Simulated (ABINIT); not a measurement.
# HPbNO4 (P1) in ABINIT: notebook

One crystal, HPbNO4, is run at these levels: LDA, PBE; tasks: relaxation of cell and atoms, single point.

All numbers are computed with ABINIT 10.8.3 (patched build); they aren't measurements. Logs are shortened: lines on timing, memory, paths and dates and some standing lists are left out, and cuts for length are marked. The log counts tension as positive stress, the text compression.

### 1 The crystal as given

The typed cell holds 7 atoms: a = 3.857 Å, b = 4.338 Å, c = 5.984 Å, α = 81.87°, β = 83.26°, γ = 87.68°.

The cell was built by a generator and needn't be a form met in nature.

### 2 Relaxation of cell and atoms, LDA

The input, run.abi:

```
# Pseudopotentials
pp_dirpath "./"
pseudos "H.GGA_PBE-ansatz.xml, Pb.GGA_PBE-ansatz.xml, N.GGA_PBE-ansatz.xml, O.GGA_PBE-ansatz.xml"

# Structure
acell 3.857243867 4.3378635907 5.9843746639 Angstrom
rprim
     0.9999549245     0.0004614694    -0.0094834554
     0.0400035631     0.9991923235    -0.0037967999
     0.1266682055     0.1401533238     0.9819939977
ntypat 4
znucl 1 82 7 8
natom 7
typat 1 2 3 4 4 4 4
xred
     0.6151100000     0.8955900000     0.1984400000
     0.6459700000     0.4465100000     0.9168500000
     0.7147400000     0.2381000000     0.5005800000
     0.1695800000     0.4700700000     0.7776800000
     0.6291900000     0.9704500000     0.4984500000
     0.5642400000     0.9258300000     0.0384900000
     0.7802200000     0.4225000000     0.3195100000
chkprim 0
chksymtnons 0
tolsym 1.0e-6

# Plane-wave basis
ecut 16.0
pawecutdg 32.0
pawovlp -1

# k points
kptopt 1
ngkpt 4 3 3
nshiftk 1
shiftk 0.0 0.0 0.0

# Exchange and correlation
ixc 7

# Bands and occupations
nband 27
occopt 3
tsmear 0.05 eV

# SCF cycle
nstep 100
tolvrs 1.0e-9

# Output
iomode 3
prtwf 0
prtden 0
prteig 0
prtebands 0
enunit 1

# Relaxation
ionmov 22
ntime 60
tolmxf 0.0005
optcell 2
dilatmx 1.08
ecutsm 0.5
```

Potentials or basis: Ansatz PAW PBE default generated set, frozen core.

The run is started by

```console
> mpirun --bind-to none -np 4 abinit run.abi > log 2>&1
```

run.abo:

```text
[... set-up lines left out ...]
 ETOT  1  -135.90276048371    -1.359E+02 4.025E-01 2.495E+01
 ETOT  2  -136.39585059582    -4.931E-01 7.499E-02 1.569E+01
 ETOT  3  -136.36568333006     3.017E-02 2.144E-02 1.536E+00
 ETOT  4  -136.36696192423    -1.279E-03 1.484E-02 2.172E+00
 ETOT  5  -136.36307086076     3.891E-03 2.285E-02 8.358E-02
 ETOT  6  -136.36314767263    -7.681E-05 7.226E-03 2.110E-02
 ETOT  7  -136.36310577920     4.189E-05 1.637E-03 3.511E-03
 ETOT  8  -136.36310499037     7.888E-07 1.432E-03 8.505E-04
 ETOT  9  -136.36310508433    -9.395E-08 9.520E-04 3.759E-04
 ETOT 10  -136.36310488931     1.950E-07 6.641E-04 1.126E-04
 ETOT 11  -136.36310487649     1.281E-08 7.202E-04 2.640E-05
 ETOT 12  -136.36310489443    -1.794E-08 4.041E-04 2.873E-06
 ETOT 13  -136.36310490095    -6.516E-09 4.026E-04 4.986E-07
 ETOT 14  -136.36310490222    -1.272E-09 2.530E-04 8.652E-08
 ETOT 15  -136.36310490269    -4.748E-10 2.214E-04 1.816E-08
 ETOT 16  -136.36310490273    -3.672E-11 1.517E-04 2.427E-09
 ETOT 17  -136.36310490276    -2.558E-11 1.199E-04 6.319E-10

 At SCF step   17       nres2   =  6.32E-10 < tolvrs=  1.00E-09 =>converged.
[... 643 lines left out ...]
  1.53469952969616E-02  2.71184706845013E-03  3.81760691572423E-02
  1.84128009328945E-02  8.06497053219347E-02 -1.08643255290741E-01
 -1.15077895896770E-02 -3.19399772934504E-03  7.86960412049691E-02
 -2.04111538410212E-02 -8.73056474959994E-02  6.09697390368112E-02
 -5.98920302825645E-02 -2.79962392262555E-02 -3.70592275392557E-01
 -3.62840744166608E-03  2.81398872792121E-02  4.29449567734914E-02
 Scale of Primitive Cell (acell) [bohr]
  7.05134712761940E+00  7.82136853633783E+00  1.08335525443309E+01
 Real space primitive translations (rprimd) [bohr]
  7.05087641771386E+00 -2.05567208430334E-02 -7.88382999630863E-02
  2.90520418867740E-01  7.81589432524816E+00 -3.46347223156976E-02
  1.36135678936644E+00  1.50221798229369E+00  1.06421759784593E+01
 Unitary Cell Volume (ucvol) [Bohr^3]=  5.87714489962756E+02
 Angles (23,13,12)= [degrees]
  8.20167243760316E+01  8.34387417512881E+01  8.80356173084809E+01
 Lengths [Bohr]
  7.05134712761940E+00  7.82136853633783E+00  1.08335525443309E+01
 Stress tensor in cartesian coordinates (strten) [Ha/bohr^3]
 -9.20699692153956E-05  1.08758278321284E-05  2.59403735354359E-05
  1.08758278321284E-05 -8.46633393881101E-06 -1.43359002927012E-05
  2.59403735354359E-05 -1.43359002927012E-05  6.61570378175033E-05
 Total energy (etotal) [Ha]= -1.36368427067867E+02

 Difference of energy with previous step (new-old):
           Absolute (Ha)= 7.26696E-04
           Relative     = 5.32890E-06

--- Iteration: ( 6/60) Internal Cycle: (1/1)
--------------------------------------------------------------------------------

---SELF-CONSISTENT-FIELD CONVERGENCE--------------------------------------------

--- !BeginCycle
iteration_state: {dtset: 1, itime: 6, icycle: 1, }
solver: {iscf: 17, nstep: 100, nline: 4, wfoptalg: 10, }
tolerances: {tolvrs: 1.00E-09, }
...

     iter   Etot(hartree)      deltaE(h)  residm     nres2
 ETOT  1  -136.41271676046    -1.364E+02 1.075E-03 9.830E+00
 ETOT  2  -136.37552124294     3.720E-02 1.108E-03 3.004E+00
 ETOT  3  -136.37045431529     5.067E-03 8.829E-04 4.107E-01
 ETOT  4  -136.37011957684     3.347E-04 4.094E-04 1.450E-01
 ETOT  5  -136.37009134556     2.823E-05 1.268E-04 2.515E-02
 ETOT  6  -136.37010467854    -1.333E-05 2.333E-04 7.107E-03
 ETOT  7  -136.37011535084    -1.067E-05 7.965E-05 1.378E-03
 ETOT  8  -136.37012071249    -5.362E-06 1.279E-04 4.454E-04
 ETOT  9  -136.37012214826    -1.436E-06 7.107E-05 6.737E-05
 ETOT 10  -136.37012239666    -2.484E-07 8.618E-05 8.409E-06
 ETOT 11  -136.37012241800    -2.134E-08 5.318E-05 1.382E-06
 ETOT 12  -136.37012242070    -2.700E-09 5.071E-05 3.599E-07
 ETOT 13  -136.37012242030     4.056E-10 3.927E-05 6.385E-08
 ETOT 14  -136.37012242042    -1.203E-10 2.947E-05 9.048E-09
 ETOT 15  -136.37012242040     2.279E-11 2.885E-05 1.164E-09
 ETOT 16  -136.37012242040    -2.501E-12 1.693E-05 2.701E-10
[... 2297 lines left out ...]
  1.90497647173956E-04  4.94120172881705E-03 -1.04565510244517E-02
  1.91136447458435E-03 -7.00057605282053E-03  6.15921549187706E-02
  1.62293191370030E-03 -2.17430762628964E-03  1.30010655391316E-02
 -1.22560681351402E-02 -1.92253532912892E-02 -1.46164640014670E-02
  2.61836597687961E-02  3.78969587647721E-03  6.44194841702109E-02
  4.65347157770018E-04  2.33981135417399E-02 -4.05167795969465E-02
 Scale of Primitive Cell (acell) [bohr]
  7.18741351093262E+00  7.73178580594265E+00  1.06717397098245E+01
 Real space primitive translations (rprimd) [bohr]
  7.18665497494614E+00  1.02903893411166E-01  1.77210874249009E-02
  4.36553656576878E-01  7.71837043910782E+00  1.29191403011834E-01
  1.55975656308877E+00  1.72220137035819E+00  1.04157193864890E+01
 Unitary Cell Volume (ucvol) [Bohr^3]=  5.75506130091638E+02
 Angles (23,13,12)= [degrees]
  7.93003699948224E+01  8.13232798582304E+01  8.59406460056103E+01
 Lengths [Bohr]
  7.18741351093262E+00  7.73178580594265E+00  1.06717397098245E+01
 Stress tensor in cartesian coordinates (strten) [Ha/bohr^3]
 -3.11080337454805E-06 -1.43086412665049E-06 -1.18634384384596E-05
 -1.43086412665049E-06 -5.40947527081365E-07 -5.40031460789469E-06
 -1.18634384384596E-05 -5.40031460789469E-06 -1.60886924658443E-05
 Total energy (etotal) [Ha]= -1.36372389802273E+02

 Difference of energy with previous step (new-old):
           Absolute (Ha)= 2.91211E-05
           Relative     = 2.13541E-07

--- Iteration: (23/60) Internal Cycle: (1/1)
--------------------------------------------------------------------------------

---SELF-CONSISTENT-FIELD CONVERGENCE--------------------------------------------

--- !BeginCycle
iteration_state: {dtset: 1, itime: 23, icycle: 1, }
solver: {iscf: 17, nstep: 100, nline: 4, wfoptalg: 10, }
tolerances: {tolvrs: 1.00E-09, }
...

     iter   Etot(hartree)      deltaE(h)  residm     nres2
 ETOT  1  -136.37427883241    -1.364E+02 1.446E-04 6.984E-01
 ETOT  2  -136.37261204660     1.667E-03 1.423E-05 6.908E-02
 ETOT  3  -136.37257054389     4.150E-05 5.357E-05 6.706E-02
 ETOT  4  -136.37246350879     1.070E-04 1.735E-05 1.417E-03
 ETOT  5  -136.37247077369    -7.265E-06 7.318E-06 3.724E-04
 ETOT  6  -136.37247041237     3.613E-07 7.911E-06 7.750E-05
 ETOT  7  -136.37247042650    -1.412E-08 4.574E-06 4.705E-05
 ETOT  8  -136.37247039031     3.619E-08 6.481E-06 2.748E-06
 ETOT  9  -136.37247039665    -6.345E-09 3.422E-06 5.534E-07
 ETOT 10  -136.37247039784    -1.188E-09 5.219E-06 1.079E-07
 ETOT 11  -136.37247039798    -1.434E-10 2.644E-06 2.112E-08
 ETOT 12  -136.37247039798     4.121E-12 4.233E-06 6.634E-09
 ETOT 13  -136.37247039798     3.354E-12 2.117E-06 1.184E-09
 ETOT 14  -136.37247039798    -1.222E-12 3.450E-06 2.755E-10
[... 2422 lines left out ...]
 -1.06982290498105E-03 -2.81665528051331E-03  2.11882279440137E-02
  1.65720018553694E-02  5.43295572380933E-02 -5.56684937999467E-02
  2.02886960488509E-03  2.66686418448109E-03  2.32922909608606E-03
 -1.59821622853300E-02 -3.06262963274451E-02 -3.32991425167927E-03
 -3.07043438179581E-02 -5.48117689829484E-03 -8.04226185694761E-02
 -2.44129145635179E-03 -1.72409416736430E-02  5.68585208733750E-02
 Scale of Primitive Cell (acell) [bohr]
  7.09882993172560E+00  7.70338683892005E+00  1.06260441791911E+01
 Real space primitive translations (rprimd) [bohr]
  7.08826534031673E+00  2.84651142954699E-01  2.62401584679578E-01
  6.34961322101660E-01  7.67665327060490E+00  8.93726602077036E-02
  1.95174838174211E+00  1.67874345437339E+00  1.03094768813401E+01
 Unitary Cell Volume (ucvol) [Bohr^3]=  5.54452457316577E+02
 Angles (23,13,12)= [degrees]
  7.94069910213429E+01  7.69618199295468E+01  8.29525321741249E+01
 Lengths [Bohr]
  7.09882993172560E+00  7.70338683892005E+00  1.06260441791911E+01
 Stress tensor in cartesian coordinates (strten) [Ha/bohr^3]
  1.93221723548270E-05  4.86636202712832E-06  2.03897651448258E-05
  4.86636202712832E-06  2.06052682321049E-05  1.16687377480065E-05
  2.03897651448258E-05  1.16687377480065E-05 -8.33184410239420E-06
 Total energy (etotal) [Ha]= -1.36372948533355E+02

 Difference of energy with previous step (new-old):
           Absolute (Ha)= 1.34383E-04
           Relative     = 9.85407E-07

--- Iteration: (41/60) Internal Cycle: (1/1)
--------------------------------------------------------------------------------

---SELF-CONSISTENT-FIELD CONVERGENCE--------------------------------------------

--- !BeginCycle
iteration_state: {dtset: 1, itime: 41, icycle: 1, }
solver: {iscf: 17, nstep: 100, nline: 4, wfoptalg: 10, }
tolerances: {tolvrs: 1.00E-09, }
...

     iter   Etot(hartree)      deltaE(h)  residm     nres2
 ETOT  1  -136.39098301778    -1.364E+02 2.095E-01 6.300E+00
 ETOT  2  -136.37417475968     1.681E-02 2.076E-03 4.581E-01
 ETOT  3  -136.37371669806     4.581E-04 4.256E-04 3.886E-01
 ETOT  4  -136.37309412242     6.226E-04 1.061E-04 1.287E-02
 ETOT  5  -136.37313321145    -3.909E-05 5.447E-06 5.577E-03
 ETOT  6  -136.37312516604     8.045E-06 4.173E-06 1.366E-03
 ETOT  7  -136.37312382810     1.338E-06 1.977E-06 1.735E-04
 ETOT  8  -136.37312390704    -7.895E-08 1.430E-06 4.070E-05
 ETOT  9  -136.37312388719     1.985E-08 9.023E-07 3.221E-06
 ETOT 10  -136.37312389241    -5.213E-09 5.885E-07 1.117E-06
 ETOT 11  -136.37312389341    -1.004E-09 4.383E-07 1.988E-07
 ETOT 12  -136.37312389362    -2.095E-10 2.724E-07 4.108E-08
 ETOT 13  -136.37312389363    -1.432E-11 2.143E-07 6.196E-09
 ETOT 14  -136.37312389365    -1.381E-11 1.323E-07 9.738E-10
[... 1174 lines left out ...]
 -1.12165564675711E-04 -2.53892523666935E-03  5.42088481446323E-04
  8.44052735612478E-04  1.12085884201182E-02 -1.41744296805604E-02
 -6.41725315539128E-04  2.50465152739941E-04 -5.68660470599799E-03
 -1.23991149486833E-03 -4.42627439086387E-03  5.09015208496831E-03
  1.42517088725735E-02  3.27986149996508E-03  3.65552540886214E-02
 -1.79283938960674E-03 -3.97080977550969E-03  1.01501070196487E-02
 Scale of Primitive Cell (acell) [bohr]
  7.09148915043704E+00  7.67846060524955E+00  1.06226561409644E+01
 Real space primitive translations (rprimd) [bohr]
  7.08279256995013E+00  2.76709723297187E-01  2.16100696107692E-01
  6.26075249168035E-01  7.65227528702454E+00  9.73138240026113E-02
  1.87848297607819E+00  1.68620592208857E+00  1.03183736502448E+01
 Unitary Cell Volume (ucvol) [Bohr^3]=  5.53473024218085E+02
 Angles (23,13,12)= [degrees]
  7.93432568266449E+01  7.77360967051412E+01  8.30669380358285E+01
 Lengths [Bohr]
  7.09148915043704E+00  7.67846060524955E+00  1.06226561409644E+01
 Stress tensor in cartesian coordinates (strten) [Ha/bohr^3]
 -3.89258066673184E-06 -3.36845718716588E-06 -2.11363030936508E-06
 -3.36845718716588E-06  4.53694793517076E-07  2.55674531169311E-06
 -2.11363030936508E-06  2.55674531169311E-06 -1.87355247320033E-05
 Total energy (etotal) [Ha]= -1.36373193862243E+02

 Difference of energy with previous step (new-old):
           Absolute (Ha)= 8.04932E-06
           Relative     = 5.90242E-08

--- Iteration: (50/60) Internal Cycle: (1/1)
--------------------------------------------------------------------------------

---SELF-CONSISTENT-FIELD CONVERGENCE--------------------------------------------

--- !BeginCycle
iteration_state: {dtset: 1, itime: 50, icycle: 1, }
solver: {iscf: 17, nstep: 100, nline: 4, wfoptalg: 10, }
tolerances: {tolvrs: 1.00E-09, }
...

     iter   Etot(hartree)      deltaE(h)  residm     nres2
 ETOT  1  -136.37349759185    -1.364E+02 1.803E-05 1.058E-01
 ETOT  2  -136.37322276025     2.748E-04 1.606E-06 6.846E-03
 ETOT  3  -136.37321328121     9.479E-06 1.234E-06 2.043E-03
 ETOT  4  -136.37321063122     2.650E-06 8.106E-07 4.326E-04
 ETOT  5  -136.37321028026     3.510E-07 2.288E-07 5.598E-05
 ETOT  6  -136.37321026295     1.732E-08 1.467E-07 1.286E-05
 ETOT  7  -136.37321025517     7.772E-09 5.144E-08 4.515E-06
 ETOT  8  -136.37321025472     4.526E-10 4.844E-08 1.174E-06
 ETOT  9  -136.37321025363     1.089E-09 2.139E-08 1.749E-07
 ETOT 10  -136.37321025361     1.822E-11 1.847E-08 3.004E-08
 ETOT 11  -136.37321025362    -6.338E-12 9.544E-09 2.924E-09
 ETOT 12  -136.37321025362    -1.194E-12 6.619E-09 3.621E-10
[... 955 lines left out ...]
--- !ResultsGS
iteration_state: {dtset: 1, itime: 57, icycle: 1, }
comment   : Summary of ground state results
lattice_vectors:
- [  7.0808903,   0.2935485,   0.2012836, ]
- [  0.6449373,   7.6451813,   0.0929560, ]
- [  1.8593333,   1.6830449,  10.3327521, ]
lattice_lengths: [   7.08983,    7.67290,   10.63276, ]
lattice_angles: [ 79.386,  77.948,  82.788, ] # degrees, (23, 13, 12)
lattice_volume:   5.5370432E+02
convergence: {deltae: -5.173E-12, res2:  1.767E-10, residm:  8.357E-09, diffor: null, }
etotal    :  -1.36373239E+02
entropy   :   0.00000000E+00
fermie    :   6.94644868E-02
cartesian_stress_tensor: # hartree/bohr^3
- [ -2.42029869E-06,   8.69167745E-07,   2.35659903E-07, ]
- [  8.6916774
```

It took 24 min on 4 MPI ranks of Intel Xeon Platinum 8375C at 2.90GHz (Ice Lake), shared host; peak memory 0.56 GiB.

What came out:

| Item | Value |
| --- | --- |
| Free energy | -3710.9051 eV |
| Relaxed volume | 11.73 Å³/atom |
| Relaxed cell | a = 3.753 Å, b = 4.060 Å, c = 5.629 Å, α = 79.41°, β = 78.03°, γ = 82.67° |
| Space group after relaxing (to 0.05 Å) | P1 (No. 1) |
| Energy gained by relaxing | 39.4 meV/atom |
| Ionic steps | 60 |
| Pressure after relaxing | 0.0 GPa |
| Largest force after relaxing | 0.021 eV/Å |
| Band gap on the k mesh | 0.94 eV, indirect (least direct gap 0.98 eV) |

Forces on the atoms (eV/Å):
```
H    0.001  0.002  0.001
Pb  -0.002  0.000 -0.008
N   -0.004  0.002  0.002
O    0.008  0.019  0.000
O   -0.010  0.007  0.009
O    0.001 -0.015 -0.005
O    0.004 -0.014  0.001
```

Step by step:
| step | energy change (eV) | largest force (eV/Å) | pressure (GPa) | volume (Å³) |
| --- | --- | --- | --- | --- |
| 1 | 0.0000 | 0.9240 | -6.36 | 98.41 |
| 3 | -0.1043 | 1.1233 | -2.32 | 94.91 |
| 5 | -0.1448 | 1.7762 | 0.34 | 87.09 |
| 7 | -0.1958 | 0.3843 | 0.24 | 89.20 |
| 9 | -0.2095 | 0.2977 | -0.28 | 88.38 |
| 11 | -0.2215 | 0.5742 | -0.02 | 86.47 |
| 13 | -0.2279 | 0.1258 | 0.49 | 86.85 |
| 15 | -0.2356 | 0.4520 | 0.45 | 87.04 |
| 17 | -0.2457 | 0.3363 | -0.08 | 86.53 |
| 19 | -0.2492 | 0.1220 | -0.31 | 86.20 |
| 21 | -0.2534 | 0.1740 | 0.11 | 85.57 |
| 23 | -0.2548 | 0.1002 | 0.15 | 85.55 |
| 25 | -0.2558 | 0.2123 | -0.43 | 85.53 |
| 27 | -0.2579 | 0.0754 | -0.13 | 85.54 |
| 29 | -0.2601 | 0.3320 | 0.04 | 85.08 |
| 31 | -0.2627 | 0.1112 | -0.29 | 84.81 |
| 33 | -0.2643 | 0.1056 | -0.03 | 84.33 |
| 35 | -0.2655 | 0.0900 | 0.08 | 83.90 |
| 37 | -0.2686 | 0.1261 | 0.08 | 82.82 |
| 39 | -0.2715 | 0.1037 | -0.06 | 82.60 |
| 41 | -0.2726 | 0.1244 | -0.10 | 82.75 |
| 43 | -0.2733 | 0.0707 | -0.20 | 82.53 |
| 45 | -0.2736 | 0.0617 | -0.05 | 82.47 |
| 47 | -0.2743 | 0.0769 | -0.13 | 82.36 |
| 49 | -0.2745 | 0.1901 | 0.22 | 82.02 |
| 51 | -0.2750 | 0.0361 | -0.02 | 82.14 |
| 53 | -0.2754 | 0.0977 | 0.25 | 82.01 |
| 55 | -0.2756 | 0.0406 | 0.09 | 82.02 |
| 57 | -0.2758 | 0.0529 | -0.03 | 82.05 |
| 59 | -0.2759 | 0.0286 | -0.08 | 82.11 |
| 60 | -0.2760 | 0.0209 | -0.05 | 82.11 |

Final structure:
```
H Pb N O
1.0
     3.74814    0.15915    0.10348
     0.34562    4.04463    0.04809
     0.98037    0.88985    5.47119
H Pb N O
1 1 1 4
Cartesian
  2.7144 3.9045 1.3378
  3.4086 2.7789 5.0273
  3.3897 1.4312 2.8257
  1.5480 2.7888 4.1723
  3.2430 4.3582 2.8804
  2.2916 3.9309 0.4254
  3.5397 2.0262 1.7488
```

Levels at points of the mesh, in eV from the valence-band top:
```csv
k point,band 18,band 19,band 20,band 21,band 22,band 23,band 24,band 25,band 26,band 27
"(0.00, 0.00, 0.00)",-2.29,-1.71,-1.19,-0.86,-0.32,1.54,2.77,5.98,7.69,8.99
"(0.50, 0.00, 0.00)",-2.00,-1.65,-1.17,-0.73,0.00,1.76,3.21,7.07,8.08,8.77
```

Caveat: the k mesh is coarse (spacing up to 0.49 Å⁻¹), so the values aren't converged; the atomic spheres overlap; the volume moved by over 15 % at a fixed basis, so the end points are rough; the PAW data sets were made with another functional, which shifts forces and pressure a little; spin-orbit coupling is left out, which as a rule narrows the gap of such compounds by several tenths of an eV; an odd mesh through Γ misses points on the zone boundary, where band edges often lie. As with any semilocal functional, this LDA gap is likely too small.

### 3 Single point, PBE

Changes to run.abi since step 2:

```diff
@@ -29,2 +29,3 @@
 pawecutdg 32.0
+pawxcdev 0
 pawovlp -1
@@ -33,3 +34,3 @@
 kptopt 1
-ngkpt 4 3 3
+ngkpt 4 4 3
 nshiftk 1
@@ -38,3 +39,3 @@
 # Exchange and correlation
-ixc 7
+ixc 11
 
@@ -56,9 +57 @@
 enunit 1
-
-# Relaxation
-ionmov 22
-ntime 60
-tolmxf 0.0005
-optcell 2
-dilatmx 1.08
-ecutsm 0.5
```

Potentials or basis: Ansatz PAW PBE default generated set, frozen core.

The run is started by

```console
> mpirun --bind-to none -np 4 abinit run.abi > log 2>&1
```

Wall time 86 s (4 MPI ranks of Intel Xeon Platinum 8259CL at 2.50GHz (Skylake/Cascade Lake), shared host); peak memory 0.88 GiB.

It converged, with:

```
Free energy            : -3706.8006 eV
Pressure               : -0.4 GPa
Largest force          : 0.039 eV/Å
Band gap on the k mesh : 0.55 eV, indirect (least direct gap 0.93 eV)
```

Forces on the atoms (eV/Å):
```
H   -0.003  0.000 -0.010
Pb  -0.003  0.004 -0.005
N   -0.001 -0.029 -0.026
O    0.002  0.008  0.020
O    0.001  0.011  0.005
O    0.004  0.000  0.012
O    0.000  0.006  0.004
```

Stress tensor (GPa, compression positive):
```
-0.43  0.00 -0.03
 0.00 -0.31  0.00
-0.03  0.00 -0.31
```

Levels at points of the mesh, in eV from the valence-band top:
```
           k point  band 20  band 21  band 22  band 23  band 24  band 25
(0.00, 0.00, 0.00)    -1.12    -0.94    -0.62     1.21     2.94     5.25
(0.50, 0.00, 0.00)    -1.20    -0.80    -0.01     1.43     2.99     6.61
(0.00, 0.50, 0.00)    -1.16    -0.86    -0.42     1.57     2.97     5.72
(0.50, 0.50, 0.00)    -1.45    -0.69    -0.04     2.77     3.14     6.16
```

Caveat: the atomic spheres overlap; spin-orbit coupling is left out, which as a rule narrows the gap of such compounds by several tenths of an eV; an odd mesh through Γ misses points on the zone boundary, where band edges often lie.

(Part 1 of 2 ends here.)
